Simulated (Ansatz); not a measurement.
# H5NSSi2Zn: one species, many methods

How much do the methods differ for H5NSSi2Zn? The plan is to run it at one geometry with functionals of several rungs and with coupled cluster, and see how far each lands from CCSD(T) at the basis-set limit for the atomisation energy.

The runs use Ansatz 0.2.0, Gaussian basis; functionals in def2-TZVPP, the program's frozen cores in correlated methods.

The runs, in order: LDA (SPW92), PBE-D4, revPBE-D4, BLYP-D4, r2SCAN-D4, B97M-V, PBE0-D4, B3LYP-D4, r2SCANh-D4, r2SCAN0-D4, HSE06-D4, BHLYP-D4, CAM-B3LYP-D4, LC-ωPBE, ωB97X-V, ωB97M-V, B2PLYP, PBE-QIDH; CCSD(T)/def2-SVP; CCSD(T)/def2-TZVPP; MP2/def2-QZVPP; extrapolation to the limit; RPA on PBE.

## 1. The geometry

An earlier PBE0-D4 in a triple-zeta def2 set relaxation fixed the geometry.

SMILES `N[SiH]1[SiH2][S][Zn]1`, 10 atoms, charge 0, spin multiplicity 1.

Atoms are counted from 1 here; the program's logs count them from 0.

Bond lengths: N1–Si2 1.711 Å, N1–H6 1.006 Å, N1–H7 1.006 Å, Si2–Si3 2.413 Å, Si2–Zn5 2.385 Å, Si2–H8 1.490 Å, Si3–S4 2.125 Å, Si3–H9 1.490 Å, Si3–H10 1.489 Å, S4–Zn5 2.262 Å. Angles: Si2–N1–H6 121.4°, Si2–N1–H7 122.7°, H6–N1–H7 112.4°, N1–Si2–Si3 117.8°, N1–Si2–Zn5 129.8°, N1–Si2–H8 105.7°, Si3–Si2–Zn5 73.0°, Si3–Si2–H8 113.2°, Zn5–Si2–H8 114.2°, Si2–Si3–S4 104.3°, Si2–Si3–H9 108.9°, Si2–Si3–H10 111.1°, S4–Si3–H9 112.5°, S4–Si3–H10 111.3°, H9–Si3–H10 108.6°, Si3–S4–Zn5 81.1°, Si2–Zn5–S4 101.1°.

## 2. LDA

This LDA is Slater exchange with PW92 correlation.

Input file in.yaml:

```yaml
crystal:
  periodic: [false, false, false]
  atoms:
    - {symbol: N, position_ang: [-1.832212, -0.361865, 0.816547]}
    - {symbol: Si, position_ang: [-0.737271, 0.412044, -0.245807]}
    - {symbol: Si, position_ang: [1.620647, 0.023027, 0.090604]}
    - {symbol: S, position_ang: [2.361635, -0.424296, -1.850096]}
    - {symbol: Zn, position_ang: [0.152921, -0.333009, -2.329589]}
    - {symbol: H, position_ang: [-2.701769, 0.069962, 1.079348]}
    - {symbol: H, position_ang: [-1.840756, -1.357629, 0.956222]}
    - {symbol: H, position_ang: [-1.103068, 1.856025, -0.219681]}
    - {symbol: H, position_ang: [1.792697, -1.111155, 1.042169]}
    - {symbol: H, position_ang: [2.287176, 1.226915, 0.660293]}
basis:
  gaussian: {orbitals: def2-TZVPP}
hamiltonian: {xc: lda}
output: {orbitals: {seedname: orbitals}}
```

The run is started by

```bash
$ ansatz run in.yaml --threads 4 --pin off --events-out ev --progress --plain --max-ram 10444MiB
```

After this run come: PBE-D4 (GGA); revPBE-D4 (GGA); BLYP-D4 (GGA); r2SCAN-D4 (meta-GGA); B97M-V (meta-GGA); B3LYP-D4 (hybrid); r2SCANh-D4 (hybrid); r2SCAN0-D4 (hybrid); HSE06-D4 (hybrid); BHLYP-D4 (hybrid); CAM-B3LYP-D4 (range-separated); LC-ωPBE (range-separated); ωB97X-V (range-separated); ωB97M-V (range-separated); B2PLYP (double hybrid); PBE-QIDH (double hybrid); CCSD(T) in def2-SVP; CCSD(T) in def2-TZVPP; MP2 in def2-QZVPP; RPA on PBE orbitals.

**Question.** What will the summary of the whole plan be? Wanted: atomisation energy, CCSD(T)/CBS; farthest beyond LDA; mean size of error, GGA; mean size of error, meta-GGA; mean size of error, hybrid; mean size of error, range-separated; mean size of error, double hybrid; gap, smallest and largest; T1 diagnostic.

**Answer**, as computed:

| quantity | value |
| --- | --- |
| atomisation energy, CCSD(T)/CBS | 30.256 eV |
| functionals within 0.151 eV (0.5 %) | PBE0-D4, r2SCANh-D4, HSE06-D4, ωB97M-V |
| farthest beyond LDA | BHLYP-D4 (-0.929 eV) |
| mean size of error, GGA | 0.378 eV |
| mean size of error, meta-GGA | 0.280 eV |
| mean size of error, hybrid | 0.249 eV |
| mean size of error, range-separated | 0.212 eV |
| mean size of error, double hybrid | 0.478 eV |
| gap, smallest and largest | 2.60 eV (BLYP-D4), 8.24 eV (LC-ωPBE) |
| T1 diagnostic | 0.0177 |
| triples share of the correlation energy | 4.0 % |

**Reading.** LDA overbinds by 4.460 eV (15 %). PBE-D4 is off by +0.399 eV. Double hybrids carry the basis error of their MP2 part in triple zeta, and no dispersion term here, so their miss is partly the set-up's. Taken by rung, range-separated functionals do best (0.212 eV on average) and double hybrid ones worst beyond LDA (0.478 eV). GGA functionals lie within the reference's doubt of that worst mean (0.378 eV), so those two tie. The gap between the best rungs is small, so their order is not settled. Misses under about 0.151 eV are within the doubt on the reference itself, which lacks core-valence correlation, relativity and higher excitations. Hartree-Fock recovers 69 % of the binding; the rest is correlation. CCSD(T) in def2-SVP is off by -3.117 eV, so the small basis spoils what the method gains. Orbital gaps span 2.6 to 8.2 eV; exact exchange widens them. For Zn the d shell is correlated and the shells below it are frozen.
